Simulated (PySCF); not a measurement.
# CISD/STO-3G run of NBrO (nitrosyl bromide)

Aim: the vertical ionisation energy of NBrO (nitrosyl bromide) at CISD/STO-3G, from 2 runs. Input form: a Python script.

The results are computed with PySCF 2.14.0.

6 further runs of the same task are left out: 6 set aside as unsound or not needed.

## Step 1: Starting point

NBrO has 3 atoms, charge 0, and is taken as a singlet. SMILES: `O=NBr`. The coordinates come from a PBE0-D4/def2-TZVP relaxation.

Bond lengths: O1–N2 1.126 Å, N2–Br3 2.117 Å. Angles: O1–N2–Br3 114.9°.

## Step 2: A single-point energy at CISD/STO-3G

File input.py:

```python
from pyscf import gto, ci

mol = gto.M(
    atom='O 0.941780 -0.646800 0.448530; N -0.044940 -0.636480 -0.092930; Br -0.896840 1.283280 -0.355590',
    max_memory=1860,
    charge=0,
    spin=0,
    basis='sto-3g',
    verbose=3,
)

mf = mol.RHF()
mf.conv_tol = 1e-10
mf.kernel()
if not mf.converged:
    mf = mf.newton().run(mf.mo_coeff, mf.mo_occ)

cisd = ci.CISD(mf, frozen=11)
cisd.kernel()
etot = cisd.e_tot
print('E(%s) = %.9f' % ('CISD', etot))
```

Started as:

```bash
OMP_NUM_THREADS=1 python input.py
```

Output:

```text
converged SCF energy = -2672.14257085671
E(RCISD) = -2672.299279893335  E_corr = -0.1567090366263353
E(CISD) = -2672.299279893
```

Run time: 0.66 s. Hardware: 1 thread of Arm Neoverse V2, shared host; peak memory 0.12 GiB.

## Step 3: The doublet cation

File calc.py:

```python
from pyscf import gto, scf, ci

molecule = gto.M(
    atom=[
    ('O', (0.941780, -0.646800, 0.448530)),
    ('N', (-0.044940, -0.636480, -0.092930)),
    ('Br', (-0.896840, 1.283280, -0.355590)),
],
    basis='sto-3g',
    charge=1,
    spin=1,
    max_memory=1860,
    verbose=3,
)

mf = scf.UHF(molecule)
mf.conv_tol = 1e-10
mf.kernel()
if not mf.converged:
    mf = mf.newton().run(mf.mo_coeff, mf.mo_occ)

cisd = ci.CISD(mf, frozen=11)
cisd.kernel()
energy = cisd.e_tot
print('E(%s) = %.9f' % ('CISD', energy))
```

Started as:

```bash
OMP_NUM_THREADS=1 python calc.py
```

Output:

```text
SCF not converged.
SCF energy = -2671.87508451647 after 50 cycles  <S^2> = 1.0727286  2S+1 = 2.3001988
converged SCF energy = -2671.88106130948  <S^2> = 1.0365599  2S+1 = 2.2685324
E(UCISD) = -2672.033552740419  E_corr = -0.1524914309373644
E(CISD) = -2672.033552740
```

Run time: 1 s. Hardware: 1 thread of Arm Neoverse V2, shared host; peak memory 0.12 GiB.

## Step 4: Results

Level: CISD/STO-3G, 11 core orbitals frozen.

| quantity | value |
| --- | --- |
| singlet NBrO: total energy | -2672.29928 Eh |
| singlet NBrO: dipole moment (Hartree–Fock density) | 1.68 D |
| singlet NBrO: HOMO energy (Hartree–Fock orbitals) | -7.96 eV |
| singlet NBrO: LUMO energy (Hartree–Fock orbitals) | 4.75 eV |
| singlet NBrO: HOMO–LUMO gap (Hartree–Fock orbitals) | 12.71 eV |
| singlet NBrO: correlation energy (11 core orbitals frozen) | -156.7 mEh |
| doublet cation: total energy | -2672.03355 Eh |
| doublet cation: HOMO energy (Hartree–Fock orbitals) (highest over α and β) | -17.05 eV |
| doublet cation: LUMO energy (Hartree–Fock orbitals) (lowest over α and β) | -6.37 eV |
| doublet cation: correlation energy (11 core orbitals frozen) | -152.5 mEh |
| doublet cation: ⟨S²⟩ of the reference determinant | 1.037 |
| vertical ionisation energy (to the doublet cation) | 7.231 eV |

In words: Removing an electron at fixed nuclei costs 7.23 eV (167 kcal/mol). In a minimal basis such a difference can be off by several eV, whatever the method. ⟨S²⟩ (doublet cation) is 1.04 where a pure doublet has 0.75: the reference is spin-contaminated. Mulliken charges (doublet cation) of the mean-field density run from +0.14 on O1 to +0.59 on Br3.
